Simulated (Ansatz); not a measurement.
# Ta: an axial (c/a) deformation path

This session takes Ta and sets out to look for other minima along an axial (c/a) path.

This is Ta in the hcp structure; at room conditions it is bcc.

Computed with Ansatz 0.2.0 (DFT PBEsol, scalar-relativistic, plane waves, PAW, unless a step's input says otherwise).

**1. The structure to begin with**

It takes space group P6_3/mmc (No. 194, hexagonal). Conventional cell: a = 2.900 Å, b = 2.900 Å, c = 5.166 Å, α = 90.00°, β = 90.00°, γ = 120.00°. Around Ta (site symmetry -6m2) lie 12 Ta at 2.90 to 3.08 Å.

As a file:

```cif
data_structure
_symmetry_space_group_name_H-M 'P6_3/mmc'
_symmetry_Int_Tables_number 194
_cell_length_a 2.9004
_cell_length_b 2.9004
_cell_length_c 5.1663
_cell_angle_alpha 90.000
_cell_angle_beta 90.000
_cell_angle_gamma 120.000
_cell_volume 37.64
loop_
_atom_site_label
_atom_site_type_symbol
_atom_site_symmetry_multiplicity
_atom_site_Wyckoff_symbol
_atom_site_fract_x
_atom_site_fract_y
_atom_site_fract_z
_atom_site_occupancy
Ta1 Ta 2 c 0.66667 0.33333 0.75000 1
```

It goes back to an entry of the Materials Project, which need not be the stable form.

No relaxation comes first: the listed cell is the starting point.

**2. The reference cell**

The reference gives a free energy of -19612.3863 eV, pressure -7.08 GPa, largest force 0.000 eV/Å and gap on the mesh none (metal). It was computed beforehand with the settings of the runs below.

**3. Next: an axial (c/a) deformation path**

At fixed volume and fractional coordinates, lengths along (0.000, 0.000, 1.000) are scaled against those across it; ρ is that ratio over its starting value.

**4. ρ = 0.850**

input.yaml reads:

```yaml
crystal:
  lattice:
    - [3.0618276416, 0.0, 0.0]
    - [-1.5309138208, 2.6516205196, 0.0]
    - [0.0, 0.0, 4.6357860716]
  atoms:
    - { symbol: Ta, position: [0.6666666667, 0.3333333333, 0.75] }
    - { symbol: Ta, position: [0.3333333333, 0.6666666667, 0.25] }
basis:
  ecutwfc: 420
kpoints:
  mp_grid: { grid: [24, 24, 10] }
hamiltonian:
  xc: pbesol
scf:
  occupations: { method: gaussian, width: 0.15 }
output:
  forces: true
  stress: true
  eigenvalues: true
```

Launch:

```
$ ansatz run input.yaml --threads 1 --pin off --max-ram 2560MiB --backend cpu --events-out ev --progress --plain --runs-dir out
```

Log, cut to the lines that bear on the results:

```text
Warning: RAYON_NUM_THREADS=1 ignored (pool sized by the plan → 1); use --threads N
[...]
Pseudopotentials: kind: paw
Pseudopotential: Ta, paw, valence charge 13, recommended cutoff 420 eV (normal), Ta.paw.azcp
Functional definition: PBEsol
[...]
Crystal: 2 atoms, lattice volume = 37.637 Å³
Basis set: ecut = 420 eV, 735 PW (Γ), exchange–correlation on 48×48×64 points (8 copies of the dense FFT grid, shifted against one another)
Bands: 17, of which v1, the nominal top of the filled ones, is band 13 counted from 1 (12 counted from 0)
Symmetry: 24 space group operations
Space group: P63/mmc (ITA 194), of the structure as read, at distance tolerance 3.4e-5 Å
k-points: 366 of 5760
[...]
SCF iter   1: F=—  HF=-19612.165727 eV  |F-HF|=—  |Δ(HF+E_count)|=         —  Δρ=7.50e-3  dr2=2.11e-2  ethr=1.77e-3  ⟨swp⟩=5.0  Hψ=26856  notcnv=0
[...]
SCF iter   6: F=-19612.158145 eV  HF=-19612.158145 eV  |F-HF|=8.84e-10  |Δ(HF+E_count)|=   3.55e-9  Δρ=4.81e-6  dr2=3.06e-9  ethr=2.59e-10  ⟨swp⟩=2.6  Hψ=21001  notcnv=0
[...]
SCF converged after 6 iterations
Free energy (F): -19612.158145 eV
[...]
E sigma→0 (E₀):  -19612.142171 eV
Entropy (-TS):   -0.031948 eV (-15.974 meV/atom)
Fermi energy:    18.099010 eV
[...]
--- Forces (eV/Å), atoms counted from 1 ---
  atom   1  Ta     0.00000000     0.00000000     0.00000000
  atom   2  Ta    -0.00000000    -0.00000000    -0.00000000
[...]
--- Stress (GPa, compression-positive) ---
      -10.477509      -0.000000      -0.000000
        0.000000     -10.477509      -0.000000
       -0.000000      -0.000000       1.034128
  P = ⅓ Tr σ = -6.6403 GPa (-66.403 kbar)
--- Band table (eV; the first three rows and the last of 366) ---
  k-point 0: bands = ["-49.5294", "-49.4098", "-16.5803", "-15.8048", "-15.8048", "-15.6047", "-15.6047", "-15.3868", "9.8257", "13.4513", "18.2318", "18.2318", "19.1745", "19.2260", "19.2260", "19.3890", "19.5954"]
[...]
```

It took 20 s on 1 thread of Intel Xeon at 2.50GHz (Skylake/Cascade Lake), shared host; peak memory 0.48 GiB.

**5. Point ρ = 1.200**

Edit input.yaml of step 4 so:

```diff
@@ -2,5 +2,5 @@
   lattice:
-    - [3.0618276416, 0.0, 0.0]
-    - [-1.5309138208, 2.6516205196, 0.0]
-    - [0.0, 0.0, 4.6357860716]
+    - [2.7293546175, 0.0, 0.0]
+    - [-1.3646773087, 2.3636904347, 0.0]
+    - [0.0, 0.0, 5.8339799629]
   atoms:
```

Launch:

```
$ ansatz run input.yaml --threads 1 --pin off --max-ram 2560MiB --backend cpu --events-out ev --progress --plain --runs-dir out
```

Log, cut to the lines that bear on the results:

```text
[...]
SCF converged after 6 iterations
Free energy (F): -19611.829865 eV
[...]
E sigma→0 (E₀):  -19611.815984 eV
Entropy (-TS):   -0.027763 eV (-13.881 meV/atom)
Fermi energy:    17.947987 eV
[...]
--- Forces (eV/Å), atoms counted from 1 ---
  atom   1  Ta     0.00000000    -0.00000000     0.00000000
  atom   2  Ta    -0.00000000     0.00000000     0.00000000
[...]
--- Stress (GPa, compression-positive) ---
       14.319851      -0.000000       0.000000
       -0.000000      14.319851       0.000000
        0.000000       0.000000     -26.402996
  P = ⅓ Tr σ = 0.7456 GPa (7.456 kbar)
--- Band table (eV; the first three rows and the last of 366) ---
  k-point 0: bands = ["-49.5451", "-49.5237", "-16.4134", "-15.9742", "-15.1795", "-15.1795", "-15.1561", "-15.1561", "9.8988", "12.4381", "15.7823", "16.6740", "18.7683", "18.7683", "19.0017", "19.0017", "22.4604"]
[...]
```

Run time: 26 s. Hardware: 1 thread of Intel Xeon at 2.50GHz (Skylake/Cascade Lake), shared host; peak memory 0.49 GiB.

**6. Point ρ = 0.920**

Edit input.yaml of step 5 so:

```diff
@@ -2,5 +2,5 @@
   lattice:
-    - [2.7293546175, 0.0, 0.0]
-    - [-1.3646773087, 2.3636904347, 0.0]
-    - [0.0, 0.0, 5.8339799629]
+    - [2.9821153548, 0.0, 0.0]
+    - [-1.4910576774, 2.5825876543, 0.0]
+    - [0.0, 0.0, 4.8869285271]
   atoms:
```

Launch:

```
$ ansatz run input.yaml --threads 1 --pin off --max-ram 2560MiB --backend cpu --events-out ev --progress --plain --runs-dir out
```

Log, cut to the lines that bear on the results:

```text
[...]
SCF converged after 6 iterations
Free energy (F): -19612.302202 eV
[...]
E sigma→0 (E₀):  -19612.286581 eV
Entropy (-TS):   -0.031242 eV (-15.621 meV/atom)
Fermi energy:    18.056737 eV
[...]
--- Forces (eV/Å), atoms counted from 1 ---
  atom   1  Ta     0.00000000     0.00000000     0.00000000
  atom   2  Ta    -0.00000000    -0.00000000     0.00000000
[...]
--- Stress (GPa, compression-positive) ---
      -10.899365       0.000000       0.000000
        0.000000     -10.899365       0.000000
        0.000000       0.000000      -0.000988
  P = ⅓ Tr σ = -7.2666 GPa (-72.666 kbar)
--- Band table (eV; the first three rows and the last of 366) ---
  k-point 0: bands = ["-49.5517", "-49.4650", "-16.5513", "-15.7011", "-15.7011", "-15.5683", "-15.5683", "-15.5390", "9.8182", "13.3101", "18.3004", "18.4172", "18.4172", "18.6002", "19.1874", "19.1874", "20.2305"]
[...]
```

Run time: 30 s. Hardware: 1 thread of Intel Xeon at 2.50GHz (Skylake/Cascade Lake), shared host; peak memory 0.48 GiB.

**7. Point ρ = 1.100**

Edit input.yaml of step 6 so:

```diff
@@ -2,5 +2,5 @@
   lattice:
-    - [2.9821153548, 0.0, 0.0]
-    - [-1.4910576774, 2.5825876543, 0.0]
-    - [0.0, 0.0, 4.8869285271]
+    - [2.8096754255, 0.0, 0.0]
+    - [-1.4048377127, 2.4332502948, 0.0]
+    - [0.0, 0.0, 5.5051931301]
   atoms:
```

Launch:

```
$ ansatz run input.yaml --threads 1 --pin off --max-ram 2560MiB --backend cpu --events-out ev --progress --plain --runs-dir out
```

Log, cut to the lines that bear on the results:

```text
[...]
SCF converged after 6 iterations
Free energy (F): -19612.240860 eV
[...]
E sigma→0 (E₀):  -19612.225262 eV
Entropy (-TS):   -0.031195 eV (-15.597 meV/atom)
Fermi energy:    17.939400 eV
[...]
--- Forces (eV/Å), atoms counted from 1 ---
  atom   1  Ta    -0.00000000    -0.00000000     0.00000000
  atom   2  Ta    -0.00000000     0.00000000     0.00000000
[...]
--- Stress (GPa, compression-positive) ---
        2.057973      -0.000000       0.000000
       -0.000000       2.057973       0.000000
        0.000000       0.000000     -17.932697
  P = ⅓ Tr σ = -4.6056 GPa (-46.056 kbar)
--- Band table (eV; the first three rows and the last of 366) ---
  k-point 0: bands = ["-49.5385", "-49.5028", "-16.4350", "-15.8287", "-15.3698", "-15.3698", "-15.3257", "-15.3257", "9.8553", "12.7692", "16.5161", "17.1887", "18.7078", "18.7078", "19.0749", "19.0749", "21.7534"]
[...]
```

Wall time 22 s (1 thread of Intel Xeon at 2.50GHz (Skylake/Cascade Lake), shared host); peak memory 0.48 GiB.

**8. At ρ = 0.960**

Edit input.yaml of step 7 so:

```diff
@@ -2,5 +2,5 @@
   lattice:
-    - [2.8096754255, 0.0, 0.0]
-    - [-1.4048377127, 2.4332502948, 0.0]
-    - [0.0, 0.0, 5.5051931301]
+    - [2.9401081346, 0.0, 0.0]
+    - [-1.4700540673, 2.5462083345, 0.0]
+    - [0.0, 0.0, 5.0275715252]
   atoms:
```

Launch:

```
$ ansatz run input.yaml --threads 1 --pin off --max-ram 2560MiB --backend cpu --events-out ev --progress --plain --runs-dir out
```

Log, cut to the lines that bear on the results:

```text
Warning: RAYON_NUM_THREADS=1 ignored (pool sized by the plan → 1); use --threads N
[...]
[... 3 set-up lines as earlier in the session ...]
[...]
Crystal: 2 atoms, lattice volume = 37.637 Å³
Basis set: ecut = 420 eV, 713 PW (Γ), exchange–correlation on 40×40×72 points (8 copies of the dense FFT grid, shifted against one another)
Bands: 17, of which v1, the nominal top of the filled ones, is band 13 counted from 1 (12 counted from 0)
[... 2 set-up lines as earlier in the session ...]
k-points: 366 of 5760
[...]
SCF iter   1: F=—  HF=-19612.365968 eV  |F-HF|=—  |Δ(HF+E_count)|=         —  Δρ=6.48e-3  dr2=9.77e-3  ethr=1.77e-3  ⟨swp⟩=5.1  Hψ=27329  notcnv=0
[...]
SCF iter   6: F=-19612.363317 eV  HF=-19612.363317 eV  |F-HF|=1.59e-9  |Δ(HF+E_count)|=   1.55e-8  Δρ=4.00e-6  dr2=3.61e-9  ethr=3.85e-10  ⟨swp⟩=4.5  Hψ=21103  notcnv=0
[...]
SCF converged after 6 iterations
Free energy (F): -19612.363317 eV
[...]
E sigma→0 (E₀):  -19612.348701 eV
Entropy (-TS):   -0.029231 eV (-14.616 meV/atom)
Fermi energy:    18.004742 eV
[...]
--- Forces (eV/Å), atoms counted from 1 ---
  atom   1  Ta     0.00000000    -0.00000000     0.00000000
  atom   2  Ta    -0.00000000     0.00000000     0.00000000
[...]
--- Stress (GPa, compression-positive) ---
       -9.635573      -0.000000       0.000000
       -0.000000      -9.635573       0.000000
        0.000000       0.000000      -2.770527
  P = ⅓ Tr σ = -7.3472 GPa (-73.472 kbar)
--- Band table (eV; the first three rows and the last of 366) ---
  k-point 0: bands = ["-49.5519", "-49.4803", "-16.5223", "-15.6325", "-15.6325", "-15.6102", "-15.5280", "-15.5280", "9.8202", "13.2062", "17.8458", "18.2190", "18.5044", "18.5044", "19.1641", "19.1641", "20.5916"]
[...]
```

It took 20 s on 1 thread of Intel Xeon at 2.50GHz (Skylake/Cascade Lake), shared host; peak memory 0.48 GiB.

**9. ρ = 1.050**

Edit input.yaml of step 8 so:

```diff
@@ -2,5 +2,5 @@
   lattice:
-    - [2.9401081346, 0.0, 0.0]
-    - [-1.4700540673, 2.5462083345, 0.0]
-    - [0.0, 0.0, 5.0275715252]
+    - [2.8535836961, 0.0, 0.0]
+    - [-1.4267918481, 2.4712759727, 0.0]
+    - [0.0, 0.0, 5.3370790476]
   atoms:
```

Launch:

```
$ ansatz run input.yaml --threads 1 --pin off --max-ram 2560MiB --backend cpu --events-out ev --progress --plain --runs-dir out
```

Log, cut to the lines that bear on the results:

```text
Warning: RAYON_NUM_THREADS=1 ignored (pool sized by the plan → 1); use --threads N
[...]
[... 3 set-up lines as earlier in the session ...]
[...]
Crystal: 2 atoms, lattice volume = 37.637 Å³
Basis set: ecut = 420 eV, 737 PW (Γ), exchange–correlation on 40×40×72 points (8 copies of the dense FFT grid, shifted against one another)
Bands: 17, of which v1, the nominal top of the filled ones, is band 13 counted from 1 (12 counted from 0)
[... 2 set-up lines as earlier in the session ...]
k-points: 366 of 5760
[...]
SCF iter   1: F=—  HF=-19612.352991 eV  |F-HF|=—  |Δ(HF+E_count)|=         —  Δρ=5.86e-3  dr2=1.22e-2  ethr=1.77e-3  ⟨swp⟩=5.1  Hψ=27899  notcnv=0
[...]
the search or the solves at the SCF's close seem to have found levels that the self-consistency loop had missed (the run counts 2). By its estimate they hold under 1e-12 electrons; where the run keeps them, the occupations were computed again with them
[...]
SCF converged after 6 iterations
Free energy (F): -19612.348921 eV
[...]
E sigma→0 (E₀):  -19612.333453 eV
Entropy (-TS):   -0.030935 eV (-15.468 meV/atom)
Fermi energy:    17.948649 eV
[...]
--- Forces (eV/Å), atoms counted from 1 ---
  atom   1  Ta     0.00000000     0.00000000     0.00000000
  atom   2  Ta    -0.00000000    -0.00000000     0.00000000
[...]
--- Stress (GPa, compression-positive) ---
       -2.884382      -0.000000      -0.000000
       -0.000000      -2.884382       0.000000
       -0.000000       0.000000     -12.719514
  P = ⅓ Tr σ = -6.1628 GPa (-61.628 kbar)
--- Band table (eV; the first three rows and the last of 366) ---
  k-point 0: bands = ["-49.5418", "-49.4958", "-16.4610", "-15.7548", "-15.4640", "-15.4640", "-15.4038", "-15.4038", "9.8386", "12.9348", "16.9462", "17.5082", "18.6542", "18.6542", "19.1101", "19.1101", "21.3601"]
[...]
```

Wall time 29 s (1 thread of Intel Xeon at 2.50GHz (Skylake/Cascade Lake), shared host); peak memory 0.48 GiB.

**10. Point ρ = 0.800**

Edit input.yaml of step 9 so:

```diff
@@ -2,5 +2,5 @@
   lattice:
-    - [2.8535836961, 0.0, 0.0]
-    - [-1.4267918481, 2.4712759727, 0.0]
-    - [0.0, 0.0, 5.3370790476]
+    - [3.1243311036, 0.0, 0.0]
+    - [-1.5621655518, 2.7057501056, 0.0]
+    - [0.0, 0.0, 4.4521599695]
   atoms:
```

Launch:

```
$ ansatz run input.yaml --threads 1 --pin off --max-ram 2560MiB --backend cpu --events-out ev --progress --plain --runs-dir out
```

Log, cut to the lines that bear on the results:

```text
Warning: RAYON_NUM_THREADS=1 ignored (pool sized by the plan → 1); use --threads N
[...]
[... 3 set-up lines as earlier in the session ...]
[...]
Crystal: 2 atoms, lattice volume = 37.637 Å³
Basis set: ecut = 420 eV, 723 PW (Γ), exchange–correlation on 48×48×60 points (8 copies of the dense FFT grid, shifted against one another)
Bands: 17, of which v1, the nominal top of the filled ones, is band 13 counted from 1 (12 counted from 0)
[... 2 set-up lines as earlier in the session ...]
k-points: 366 of 5760
[...]
SCF iter   1: F=—  HF=-19612.070285 eV  |F-HF|=—  |Δ(HF+E_count)|=         —  Δρ=7.95e-3  dr2=2.52e-2  ethr=1.77e-3  ⟨swp⟩=5.0  Hψ=26985  notcnv=0
[...]
SCF iter   6: F=-19612.061131 eV  HF=-19612.061131 eV  |F-HF|=2.13e-9  |Δ(HF+E_count)|=   5.61e-9  Δρ=6.07e-6  dr2=5.31e-9  ethr=3.85e-10  ⟨swp⟩=5.1  Hψ=24900  notcnv=0
[...]
SCF converged after 6 iterations
Free energy (F): -19612.061131 eV
[...]
E sigma→0 (E₀):  -19612.042587 eV
Entropy (-TS):   -0.037087 eV (-18.543 meV/atom)
Fermi energy:    18.070594 eV
[...]
--- Forces (eV/Å), atoms counted from 1 ---
  atom   1  Ta    -0.00000000     0.00000000    -0.00000000
  atom   2  Ta    -0.00000000    -0.00000000     0.00000000
[...]
--- Stress (GPa, compression-positive) ---
       -8.153424       0.000000      -0.000000
        0.000000      -8.153424      -0.000000
       -0.000000      -0.000000      -0.277748
  P = ⅓ Tr σ = -5.5282 GPa (-55.282 kbar)
--- Band table (eV; the first three rows and the last of 366) ---
  k-point 0: bands = ["-49.5042", "-49.3554", "-16.6117", "-15.8629", "-15.8629", "-15.5970", "-15.5970", "-15.2932", "9.8397", "13.5179", "18.0858", "18.0858", "19.1357", "19.1357", "19.2631", "19.2631", "19.8190"]
[...]
```

Wall time 20 s (1 thread of Intel Xeon at 2.50GHz (Skylake/Cascade Lake), shared host); peak memory 0.48 GiB.

**11. Point ρ = 1.300**

Edit input.yaml of step 10 so:

```diff
@@ -2,5 +2,5 @@
   lattice:
-    - [3.1243311036, 0.0, 0.0]
-    - [-1.5621655518, 2.7057501056, 0.0]
-    - [0.0, 0.0, 4.4521599695]
+    - [2.6574958639, 0.0, 0.0]
+    - [-1.3287479319, 2.3014589286, 0.0]
+    - [0.0, 0.0, 6.1537474765]
   atoms:
@@ -20 +20,5 @@
   eigenvalues: true
+  write_density: true
+  write_potential: true
+  elf: true
+  volumetric_format: npy
```

Launch:

```
$ ansatz run input.yaml --threads 1 --pin off --max-ram 2560MiB --backend cpu --events-out ev --progress --plain --runs-dir out
```

Log, cut to the lines that bear on the results:

```text
[...]
SCF converged after 6 iterations
Free energy (F): -19611.189078 eV
[...]
E sigma→0 (E₀):  -19611.175771 eV
Entropy (-TS):   -0.026612 eV (-13.306 meV/atom)
Fermi energy:    17.968563 eV
[...]
--- Forces (eV/Å), atoms counted from 1 ---
  atom   1  Ta     0.00000000    -0.00000000     0.00000000
  atom   2  Ta    -0.00000000     0.00000000     0.00000000
[...]
--- Stress (GPa, compression-positive) ---
       29.603892       0.000000       0.000000
        0.000000      29.603892       0.000000
        0.000000       0.000000     -31.826499
  P = ⅓ Tr σ = 9.1271 GPa (91.271 kbar)
--- Band table (eV; the first three rows and the last of 366) ---
  k-point 0: bands = ["-49.5679", "-49.5553", "-16.4291", "-16.1160", "-14.9816", "-14.9816", "-14.9692", "-14.9692", "9.9526", "12.1348", "15.1886", "16.2882", "18.7862", "18.7862", "18.9316", "18.9316", "23.0758"]
[...]
```

Wall time 29 s (1 thread of Intel Xeon at 2.50GHz (Skylake/Cascade Lake), shared host); peak memory 0.47 GiB.

Density in a lattice plane of the grid's cell (edges 2.66 and 6.15 Å, at 0.333 of the third edge), which holds Ta.

Ten even steps from ' ' (0.15 e/Å³) to '@' (4.42 e/Å³):
```
                    
            ......  
        ..==****++::
..    ..==%%@@@@@@++
::    ..++@@%%%%@@##
..    ..==%%@@@@@@++
        ..==****++::
            ......  
                    
                    
                    
                    
  ....              
..::--::..          
::--==--..        ..
..::--::..          
  ....              
                    
                    
                    
```
Columns run along the first of these edges and rows up along the second, over one cell in 10 and 20 even steps from the bottom left corner. Atoms in the plane (fractional): Ta at (0.67, 0.75).

ELF in the same plane.

Ten even steps from ' ' (0.10) to '@' (0.74):
```
::====--::..........
..----::  ..====::..
..::--..--##@@@@%%++
==::::--##@@**++%%%%
++::::--%%%%..  ++@@
==::::--##@@**++%%%%
..::--..--%%@@@@%%++
..----::..::====--..
--====--::..      ..
====================
--::::::--++******==
..    ..::==**##++--
..::::::::--****==::
==****++----++**==::
++####**==--++**==--
==****++----++**==::
..::::::::--****==::
..    ..::==**##++--
::::::::--++****++==
====================
```
Columns run along the first of these edges and rows up along the second, over one cell in 10 and 20 even steps from the bottom left corner. Atoms in the plane (fractional): Ta at (0.67, 0.75).

Both are smooth fields of the valence electrons: close to the nuclei they are not physical.

Outside the cores ELF peaks at 0.56 between the atoms, 1.8 Å from Ta.

**12. All points together**

The scan, with free energies counted from the undisturbed cell:

| ρ | ΔE (meV/atom) | pressure (GPa) | space group |
| --- | --- | --- | --- |
| 0.800 | 162.6 | -5.5 | P6_3/mmc |
| 0.850 | 114.1 | -6.6 | P6_3/mmc |
| 0.920 | 42.0 | -7.3 | P6_3/mmc |
| 0.960 | 11.5 | -7.3 | P6_3/mmc |
| 1.000 | 0.0 | -7.1 | P6_3/mmc |
| 1.050 | 18.7 | -6.2 | P6_3/mmc |
| 1.100 | 72.7 | -4.6 | P6_3/mmc |
| 1.200 | 278.2 | 0.7 | P6_3/mmc |
| 1.300 | 598.6 | 9.1 | P6_3/mmc |

**13. What came out**

| quantity | value |
| --- | --- |
| highest point | 598.6 meV/atom at ρ = 1.300 |

The undisturbed cell stays the lowest of the sampled points. No further minimum shows among the sampled points. The runs treat Ta without spin-orbit coupling.
